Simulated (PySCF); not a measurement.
# HgB: bond curves at several levels of theory

One table from this session's results is given with a row withheld; the runs are named, their logs left out.

Program: PySCF 2.14.0. Level of theory: Hg def2-SVPD with ECP60, B def2-SVPD, scalar-relativistic core potentials. These are calculated values, not measurements.

The first run:

A driver script around PySCF takes these settings:

```yaml
atoms: Hg, B
charge: 0
basis: Hg def2-SVPD with ECP60, B def2-SVPD
Hamiltonian: scalar-relativistic core potentials
basis_functions: 55
electrons_treated: 25
masses_in_u: 201.9706, 11.0093
levels: PBE0, PBE, r²SCAN, PW91, TPSS, M06, HF, MP2, SCS-MP2
grid: 80 radial by 434 angular points
occupations: held fixed by the projection of orbital angular momentum
dissociation_limit: Hg + B, each in its ground configuration
starting_distance_in_angstrom: 2.190
values_of_2S_to_try: 1, 3
```

On the command line:

```sh
$ OMP_NUM_THREADS=1 python dia.py task.json out
```

Steps of the session up to this table: The job; First curve: PBE0; Excited determinants; PBE (GGA); r²SCAN (meta-GGA); PW91 (GGA); TPSS (meta-GGA); M06; ROHF (mean field).

One of the session's tables, all rows but one given; the rest of the session is left out.

Energy (eV) from each level's lowest point:

```
R (Å)   ROHF  ROHF-MP2  ROHF-SCS-MP2    PBE   PW91
2.063  0.943     0.205         0.302  0.178  0.178
2.159  0.683     0.091         0.166  0.059  0.059
2.255  0.498     0.033         0.087  0.008  0.008
2.327  0.393     0.012         0.052  0.000  0.000
2.399  0.310     0.002         0.030  0.009  0.009
2.471      ?         ?             ?      ?      ?
2.567  0.174     0.004         0.006  0.067  0.066
2.687  0.108     0.015         0.001  0.122  0.121
2.831  0.052     0.030         0.000  0.188  0.188
3.023  0.000     0.049         0.003  0.268  0.268
```

**Question.** Estimate the row for R (Å) = 2.471.

Worked estimate for «ROHF». A straight line through the neighbours (2.399, 0.310) and (2.567, 0.174) gives 0.310 + (0.174 − 0.310) × (2.471 − 2.399) / (2.567 − 2.399) = 0.252; a parabola fitted to 4 rows on both sides gives 0.245.

As computed: ROHF: 0.244; ROHF-MP2: 0.000; ROHF-SCS-MP2: 0.016; PBE: 0.029; PW91: 0.029. In «ROHF» the line misses by +0.008 and the parabola by +0.001.
